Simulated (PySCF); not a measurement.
Cl3SiBr, in a box:

```xyz
5
Lattice="12.0000 0.0000 0.0000 0.0000 13.0000 0.0000 0.0000 0.0000 13.0000" Properties=species:S:1:pos:R:3 pbc="T T T"
Cl    4.9577    5.8552    8.1512
Si    5.8140    6.0303    6.3264
Cl    7.5011    4.9147    6.2704
Cl    4.5249    5.3632    4.9168
Br    6.3050    8.1273    5.9417
```

Base run:

* Program: PySCF 2.14.0
* Functional: TASK
* Potentials or basis: def2-svp (all-electron)
* k mesh: 1 × 1 × 1
* Occupations: fixed
* Spin: no spin polarisation

Its results: gap between the frontier levels 7.60 eV.

Q: The run is repeated on the same cell with these changes: functional from TASK to SOGGA11. What comes out?

A: Gap between the frontier levels 6.03 eV.

TASK gives the wider gap, since meta-GGAs in the generalised Kohn-Sham scheme recover part of the derivative discontinuity.

Caveats: this is a molecule in a periodic box at the Γ point, so its band gap is the HOMO-LUMO gap; relativity is left out, which matters for the heavier elements; the basis of atomic orbitals isn't converged, which shifts pressures, moduli and gaps.

A k mesh can miss the band edges.

Not every run made on this cell is shown here.
